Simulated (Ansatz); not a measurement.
**Scandium, omega (AlB2-type) under BLYP: structure, energy and stiffness**

Aim: take scandium in the omega (AlB2-type) structure, relax it, solve it on a dense k-mesh, then scale the cell to 7 volumes from 88 to 112 % of the relaxed one and try a fit of the equation of state. Spin polarisation is left out. The k-meshes are 7×7×10 for the relaxation; 9×9×13 for the dense run; 8×8×11 for the volumes.

Method: DFT BLYP, plane waves (420 eV) with PAW, scalar-relativistic; PAW files made under PBE, frozen cores solved again for the functional, in Ansatz 0.2.0.

## (1) The structure to begin with

Symmetry: P6/mmm, No. 191, hexagonal system. The conventional cell has a = 5.208 Å, b = 5.208 Å, c = 3.193 Å, α = 90.00°, β = 90.00°, γ = 120.00°. Around Sc (site symmetry 6/mmm) lie 14 Sc at 3.19 to 3.40 Å. Sc (site symmetry -6m2) is surrounded by 11 Sc at 3.01 to 3.40 Å.

Structure file:

```cif
data_structure
_symmetry_space_group_name_H-M 'P 1'
_symmetry_Int_Tables_number 1
_cell_length_a 5.2084
_cell_length_b 5.2084
_cell_length_c 3.1927
_cell_angle_alpha 90.000
_cell_angle_beta 90.000
_cell_angle_gamma 120.000
_cell_volume 75.01
loop_
_atom_site_label
_atom_site_type_symbol
_atom_site_fract_x
_atom_site_fract_y
_atom_site_fract_z
_atom_site_occupancy
Sc1 Sc 0.00000 0.00000 0.00000 1
Sc2 Sc 0.33333 0.66667 0.50000 1
Sc3 Sc 0.66667 0.33333 0.50000 1
```

## (2) Relaxation of the cell

File input.yaml:

```yaml
crystal:
  lattice:
    - [5.2083761254, 0.0, 0.0]
    - [-2.6041880627, 4.5105860371, 0.0]
    - [0.0, 0.0, 3.1927345649]
  atoms:
    - { symbol: Sc, position: [0.0, 0.0, 0.0] }
    - { symbol: Sc, position: [0.3333333333, 0.6666666667, 0.5] }
    - { symbol: Sc, position: [0.6666666667, 0.3333333333, 0.5] }
hamiltonian:
  xc: blyp
  pseudopotentials:
    kind: paw
    azcp:
      Sc: "pseudopotentials/Sc.paw.azcp"
basis:
  ecutwfc: 420
  fft_grid_basis: typed
kpoints:
  mp_grid: { grid: [7, 7, 10], shift: [0, 0, 0] }
magnetization:
  spin_polarized: false
scf:
  occupations: { method: fermi_dirac, width: 0.1 }
relax:
  max_steps: 60
  f_tol: 0.01
  cell: {}
```

Command:

```
$ ansatz run input.yaml --threads 2 --pin off --max-ram 5120MiB --backend cpu --events-out ev --progress --plain --runs-dir out
```

Further steps of the session: Single point on a dense mesh; Volume × 0.88; Volume × 0.92; Volume × 0.96; Volume × 1.0; Volume × 1.04; Volume × 1.08; Volume × 1.12.

Before running it: what results should come out? Wanted: space group; conventional cell; volume; shortest distance; gap on the mesh; relative to hcp; V₀, B₀, B₀′.

As calculated:

| quantity | value |
| --- | --- |
| space group (spins left aside) | P6/mmm (No. 191) |
| conventional cell | a = 5.159 Å, c = 3.239 Å (c/a = 0.628) |
| volume | 24.887 Å³/atom |
| shortest distance | 2.978 Å |
| gap on the mesh | none (levels filled in part) |
| relative to hcp | +58 meV/atom |
| V₀, B₀, B₀′ | 24.789 Å³/atom, 51 GPa, 3.5 |

The relaxation shrank the cell by 0.5 % in volume. Against the reference form of scandium (hcp, computed apart with the same settings) it stands 58 meV/atom higher. Levels at the Fermi energy are filled in part, as in a metal. The fitted modulus is 51 GPa; letting shape and positions relax at each volume could only lower it. Relaxation kept the symmetry; phonons were not checked.
